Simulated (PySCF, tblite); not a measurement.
# C13H8O2Se: excited states

What do calculations give for the excited states of C13H8O2Se (`C[Se]c1ccc2cccc3c2c1C(=O)C3=O`)?

Computed with tblite 0.8.0 and PySCF 2.14.0 and routines of our own; the level stands in each step. Atoms count from 0.

## 1. The starting structure

24 atoms, charge 0, multiplicity 1; geometry from: force field or distance geometry start.

## 2. Geometry optimisation with GFN2-xTB

What the job is given:

```
{"job": {"kind": "relax", "xc": "GFN2-xTB", "basis": "xTB"}, "charge": 0, "multiplicity": 1}
C      4.410600     0.049200     0.555000
Se     3.044500     1.283300    -0.172200
C      1.391100     0.338700    -0.232000
C      1.426400    -1.015900    -0.526600
C      0.245600    -1.751300    -0.575200
C     -0.975300    -1.134800    -0.372700
C     -2.176500    -1.799200    -0.424700
C     -3.340600    -1.072200    -0.184900
C     -3.292100     0.290300     0.088800
C     -2.089100     0.962600     0.143000
C     -0.960700     0.213700    -0.096500
C      0.177600     0.963700    -0.020400
C     -0.203400     2.342000     0.296100
O      0.616100     3.267600     0.415500
C     -1.667100     2.341900     0.390800
O     -2.409300     3.306500     0.652900
H      3.871800    -0.921500     0.711900
H      5.216200    -0.149300    -0.147600
H      4.755800     0.376300     1.557800
H      2.379500    -1.524800    -0.682200
H      0.237600    -2.800000    -0.794200
H     -2.170800    -2.845100    -0.634000
H     -4.309700    -1.567100    -0.209500
H     -4.190000     0.865100     0.268400
```

Command:

```console
$ OMP_NUM_THREADS=1 python excited_run.py task.json out
```

One launch serves the whole session: the jobs run in the order shown.

The program printed:

```text
step      E/eV     max force
  0   -1174.45887    4.145
  1   -1174.68869    4.437
  2   -1174.89894    0.846
  3   -1174.95103    0.583
  4   -1175.00539    0.387
  5   -1175.02953    0.590
  6   -1175.04118    0.421
  7   -1175.05239    0.283
  8   -1175.06352    0.292
  9   -1175.07162    0.231
 10   -1175.07854    0.146
 11   -1175.08305    0.150
 12   -1175.08739    0.183
 13   -1175.09235    0.185
 14   -1175.09804    0.153
 15   -1175.10374    0.171
 16   -1175.10880    0.136
 17   -1175.11306    0.176
 18   -1175.11682    0.154
 19   -1175.12029    0.109
 20   -1175.12334    0.116
 21   -1175.12584    0.101
 22   -1175.12787    0.094
 23   -1175.12968    0.086
 24   -1175.13152    0.081
 25   -1175.13357    0.089
 26   -1175.13562    0.091
 27   -1175.13730    0.091
 28   -1175.13855    0.089
 29   -1175.13966    0.086
 30   -1175.14089    0.089
 31   -1175.14242    0.093
 32   -1175.14434    0.104
 33   -1175.14672    0.106
 34   -1175.14966    0.105
 35   -1175.15319    0.138
 36   -1175.15694    0.131
 37   -1175.16044    0.163
 38   -1175.16209    0.197
 39   -1175.16599    0.114
 40   -1175.16863    0.092
 41   -1175.17173    0.109
 42   -1175.17346    0.104
 43   -1175.17542    0.118
 44   -1175.17750    0.105
 45   -1175.18022    0.105
 46   -1175.18323    0.115
 47   -1175.18642    0.148
 48   -1175.18941    0.189
 49   -1175.19196    0.179
 50   -1175.19263    0.267
 51   -1175.19782    0.133
 52   -1175.20109    0.121
 53   -1175.20689    0.115
 54   -1175.20962    0.131
 55   -1175.21236    0.106
 56   -1175.21533    0.116
 57   -1175.21722    0.107
 58   -1175.21887    0.087
 59   -1175.22000    0.096
 60   -1175.22109    0.093
 61   -1175.22224    0.069
 62   -1175.22325    0.069
 63   -1175.22393    0.051
 64   -1175.22439    0.049
 65   -1175.22489    0.045
 66   -1175.22554    0.054
 67   -1175.22632    0.058
 68   -1175.22706    0.059
 69   -1175.22778    0.058
 70   -1175.22855    0.063
 71   -1175.22948    0.074
 72   -1175.23053    0.107
 73   -1175.23150    0.100
 74   -1175.23216    0.049
 75   -1175.23234    0.062
 76   -1175.23279    0.046
 77   -1175.23302    0.050
 78   -1175.23343    0.051
 79   -1175.23363    0.040
 80   -1175.23382    0.035
 81   -1175.23397    0.035
 82   -1175.23419    0.036
 83   -1175.23446    0.036
 84   -1175.23480    0.037
 85   -1175.23518    0.040
 86   -1175.23563    0.039
 87   -1175.23610    0.048
 88   -1175.23655    0.041
 89   -1175.23693    0.033
 90   -1175.23717    0.028
 91   -1175.23735    0.023
 92   -1175.23749    0.025
 93   -1175.23758    0.021
 94   -1175.23764    0.019
 95   -1175.23769    0.017
 96   -1175.23776    0.019
 97   -1175.23783    0.019
 98   -1175.23788    0.014
 99   -1175.23793    0.015
100   -1175.23798    0.021
101   -1175.23804    0.027
102   -1175.23812    0.027
103   -1175.23820    0.020
104   -1175.23829    0.019
105   -1175.23839    0.028
106   -1175.23850    0.038
107   -1175.23860    0.030
108   -1175.23868    0.025
109   -1175.23873    0.021
110   -1175.23878    0.015
111   -1175.23884    0.016
112   -1175.23888    0.018
113   -1175.23891    0.015
114   -1175.23894    0.014
115   -1175.23897    0.012
116   -1175.23901    0.012
117   -1175.23904    0.012
118   -1175.23907    0.012
119   -1175.23910    0.011
120   -1175.23912    0.009
```

It took 2.8 s on 1 thread of Intel Xeon Platinum 8375C at 2.90GHz, shared host; peak memory 0.18 GiB.

Relaxation path: (not every step is listed)

```
step  energy from step 0 (eV)  largest force (eV/Å)
   0                   0.0000                4.1448
   1                  -0.2298                4.4367
   2                  -0.4401                0.8461
   3                  -0.4922                0.5831
   4                  -0.5465                0.3875
   5                  -0.5707                0.5898
   6                  -0.5823                0.4211
   7                  -0.5935                0.2827
   8                  -0.6046                0.2918
  18                  -0.6580                0.1535
  28                  -0.6797                0.0891
  38                  -0.7032                0.1974
  48                  -0.7305                0.1887
  58                  -0.7600                0.0866
  68                  -0.7682                0.0592
  78                  -0.7746                0.0505
  88                  -0.7777                0.0405
  98                  -0.7790                0.0145
 108                  -0.7798                0.0247
 115                  -0.7801                0.0121
 116                  -0.7801                0.0121
 117                  -0.7802                0.0122
 118                  -0.7802                0.0118
 119                  -0.7802                0.0111
 120                  -0.7803                0.0093
```

Close pairs (by a distance rule), those that changed most:

```
   bond  before (Å)  after (Å)  change (Å)
C12–C14       1.467      1.563      +0.097
C14–O15       1.245      1.202      -0.043
  C5–C6       1.374      1.411      +0.037
C10–C11       1.365      1.402      +0.036
  C4–C5       1.383      1.419      +0.036
 C9–C10       1.375      1.410      +0.035
 C0–H16       1.121      1.086      -0.035
  C2–C3       1.387      1.418      +0.031
```

The final coordinates are the input of the step that follows.

## 3. Infrared spectrum with GFN2-xTB

What the job is given:

```
{"job": {"kind": "ir", "xc": "GFN2-xTB", "basis": "xTB"}, "charge": 0, "multiplicity": 1}
C      4.385165     0.087592     0.288345
Se     2.930042     1.388818     0.480770
C      1.446689     0.280739     0.146344
C      1.458088    -1.104140    -0.156368
C      0.307607    -1.816462    -0.384597
C     -0.971648    -1.204987    -0.330730
C     -2.243570    -1.781643    -0.533075
C     -3.379278    -1.010468    -0.426150
C     -3.347745     0.363046    -0.118012
C     -2.126168     0.958923     0.082027
C     -0.969799     0.159645    -0.029705
C      0.205971     0.886722     0.202057
C     -0.133751     2.266730     0.487953
O      0.654648     3.154387     0.729402
C     -1.693701     2.337858     0.414460
O     -2.370461     3.315117     0.594675
H      4.294200    -0.693695     1.037811
H      4.385002    -0.331439    -0.713827
H      5.308395     0.637899     0.450000
H      2.405031    -1.620566    -0.208443
H      0.374826    -2.872077    -0.608036
H     -2.323527    -2.832538    -0.771029
H     -4.341833    -1.474702    -0.583069
H     -4.265921     0.925007    -0.043247
```

The program printed:

```text
mode    cm-1     km/mol
  1      52.1      0.92
  2      71.2      0.08
  3      98.7      0.15
  4     113.6      4.23
  5     125.3      2.28
  6     173.0      1.12
  7     182.4      3.42
  8     203.4      0.21
  9     247.5      2.57
 10     259.5      0.04
 11     296.6      4.22
 12     312.1      4.25
 13     378.4     12.31
 14     382.1      8.61
 15     431.7      0.86
 16     461.9      0.51
 17     470.1      1.93
 18     515.7      2.09
 19     556.6      3.40
 20     560.8     30.11
 21     582.6      1.33
 22     587.2      0.02
 23     616.9      0.16
 24     666.7      2.90
 25     721.5      5.02
 26     746.5      2.06
 27     794.8      1.45
 28     820.3      4.17
 29     825.7     30.84
 30     851.9     61.08
 31     855.2     11.70
 32     859.6     13.52
 33     900.1      0.02
 34     912.6      0.02
 35     925.1      0.04
 36     933.3     16.34
 37    1009.0     36.72
 38    1061.0     18.67
 39    1101.5     13.20
 40    1139.9     46.74
 41    1183.8      4.08
 42    1204.4     41.95
 43    1229.3     36.08
 44    1233.1     13.38
 45    1285.4      0.26
 46    1327.5     10.91
 47    1356.5      1.37
 48    1382.9     12.17
 49    1411.4     24.40
 50    1440.5      8.47
 51    1442.7      0.02
 52    1445.4      5.47
 53    1475.0     11.96
 54    1556.2    117.39
 55    1588.2    152.11
 56    1595.9      1.00
 57    1709.0    192.09
 58    1772.0    498.34
 59    3014.9      4.69
 60    3026.9     12.35
 61    3032.3      6.75
 62    3073.0      9.14
 63    3078.8      9.81
 64    3090.0     32.94
 65    3091.4     23.05
 66    3102.0     21.06
```

Run time: 3 s. Hardware: 1 thread of Intel Xeon Platinum 8375C at 2.90GHz, shared host; peak memory 0.18 GiB.

The strongest bands and the atoms that carry them (share of the mass-weighted mode):

```
cm⁻¹  km/mol                                 atoms
 852    61.1           C12 19 %, C14 19 %, C3 12 %
1009    36.7  C14 25 %, C9 15 %, C4 12 %, C10 11 %
1140    46.7                     H20 39 %, C2 23 %
1204    42.0                    H19 31 %, H20 17 %
1556   117.4  C11 26 %, C10 17 %, C2 15 %, C5 13 %
1588   152.1  C10 24 %, C11 16 %, C4 16 %, C5 15 %
1709   192.1                    C12 62 %, O13 35 %
1772   498.3                    C14 61 %, O15 37 %
```

## 4. Excited states: TDA CAM-B3LYP/def2-SVP

The job, as its differences from that of step 3:

```diff
@@ -1,2 +1,2 @@
-{"job": {"kind": "ir", "xc": "GFN2-xTB", "basis": "xTB"}, "charge": 0, "multiplicity": 1}
+{"job": {"kind": "states", "xc": "CAM-B3LYP", "basis": "def2-SVP", "tda": true, "soc": true, "nstates": 5, "ntriplets": 6, "nquad": 4}, "charge": 0, "multiplicity": 1}
 C      4.385165     0.087592     0.288345
```

With the program's defaults for keys left out, this is: TDA CAM-B3LYP/def2-SVP excited states, vertical, gas phase, spin-orbit mean-field couplings.

The program printed:

```text
coarse grid: 104808 points
cycle   1  E = -3050.9069689588  dE =  3.050e+00  |g| = 1.178e+00  |ddm| = 6.987e+00
cycle   2  E = -3050.1906683945  dE =  7.163e-01  |g| = 2.318e+00  |ddm| = 5.373e+00
cycle   3  E = -3051.2090570431  dE = -1.018e+00  |g| = 1.349e-01  |ddm| = 3.694e+00
cycle   4  E = -3051.2109028531  dE = -1.846e-03  |g| = 1.131e-01  |ddm| = 3.208e-01
cycle   5  E = -3051.2140505066  dE = -3.148e-03  |g| = 2.183e-02  |ddm| = 1.685e-01
cycle   6  E = -3051.2141771782  dE = -1.267e-04  |g| = 6.739e-03  |ddm| = 4.238e-02
cycle   7  E = -3051.2141912207  dE = -1.404e-05  |g| = 2.927e-03  |ddm| = 1.543e-02
cycle   8  E = -3051.2141938705  dE = -2.650e-06  |g| = 1.227e-03  |ddm| = 8.741e-03
final grid: 224176 points
cycle   9  E = -3051.2141746746  dE =  9.967e-08  |g| = 1.717e-03  |ddm| = 5.024e-03
cycle  10  E = -3051.2141738538  dE =  8.208e-07  |g| = 2.714e-03  |ddm| = 4.890e-03
cycle  11  E = -3051.2141753080  dE = -1.454e-06  |g| = 1.653e-04  |ddm| = 3.124e-03
cycle  12  E = -3051.2141753157  dE = -7.726e-09  |g| = 6.809e-05  |ddm| = 2.496e-04
cycle  13  E = -3051.2141753179  dE = -2.191e-09  |g| = 3.822e-05  |ddm| = 2.350e-04
cycle  14  E = -3051.2141753184  dE = -5.284e-10  |g| = 1.220e-05  |ddm| = 8.413e-05
converged SCF energy = -3051.2141753184

Singlet excitations
state   eV       nm        f     d(h-e)  d(exc)  Lambda  PR(NTO)  |dmu|/D   mu/D   main configurations
  1   2.6239   472.5   0.00003   0.501   2.688   0.553   1.060    0.878    5.660   H-1->L 0.93
  2   3.3650   368.5   0.02155   2.108   4.039   0.480   1.042    5.675   10.910   H->L 0.94
  3   3.8010   326.2   0.00017   1.677   3.360   0.408   1.551    3.689    2.941   H-1->L+1 0.72, H-4->L 0.16
  4   3.8186   324.7   0.17210   1.906   4.129   0.642   1.252    4.978    7.694   H->L+1 0.86
  5   4.4201   280.5   0.01728   1.662   4.104   0.604   1.205                     H-2->L 0.76, H-2->L+1 0.11

Triplet excitations (Tamm-Dancoff)
state   eV     d(h-e)  d(exc)  Lambda  PR(NTO)   main configurations
  1   2.0937   0.488   2.602   0.548   1.083   H-1->L 0.91
  2   2.5433   0.455   3.453   0.604   1.096   H->L+1 0.51, H->L 0.33
  3   2.8331   1.037   3.511   0.611   1.173   H->L 0.42, H-2->L+1 0.23, H-2->L 0.14
  4   3.3659   1.345   3.004   0.419   1.919   H-1->L+1 0.53, H-4->L 0.26, H-6->L 0.10
  5   3.4756   0.824   3.651   0.745   1.290   H-2->L+1 0.55, H->L+1 0.21, H-2->L 0.08
  6   3.7609   1.505   3.874   0.587   1.376   H-2->L 0.57, H->L 0.17
S1 - T1 = 0.5302 eV

Spin-orbit couplings |<S|Hso|T>| (cm-1)
             T1       T2       T3       T4       T5       T6
S0       19.145    0.906    0.468   62.908    0.412    1.207
S1        0.237   44.217   29.532    4.205   11.433   49.507
S2       58.060    0.220    0.044   62.080    0.433    0.098
S3        2.167   75.993   21.524    2.108   52.910   23.360
S4       22.745    2.412    0.821   73.641    1.264    0.897
S5       30.728    0.046    0.076   15.756    0.142    0.095
T1 sublevels (cm-1): 0.000 0.015 0.317   radiative rates (1/s): 0.00471 25.8 246
```

Wall time 3.5 min (1 thread of Intel Xeon Platinum 8375C at 2.90GHz, shared host); peak memory 1.6 GiB.

Key values:

```
  quantity    value
S1 less T1  0.53 eV
```

## 5. What came out

```
                                   quantity                  value
  strongest single infrared mode (GFN2-xTB)  1772 cm⁻¹, 498 km/mol
               zero-point energy (GFN2-xTB)         104.3 kcal/mol
S1 less T1 (step 4, TDA CAM-B3LYP/def2-SVP)                0.53 eV
```

No mode is imaginary among the 66: a minimum at this level. The strongest single mode, at 1772 cm⁻¹, moves mainly C14 and O15. GFN2-xTB is a fitted tight-binding method: band positions and strengths are rough. Its intensities can rank the bands wrongly. Scalar relativity is left out for the heavy atoms. In step 4, the number of triplets below S1 is 2, and the largest singlet-triplet spin-orbit coupling is S3–T2, 75.99 cm⁻¹.
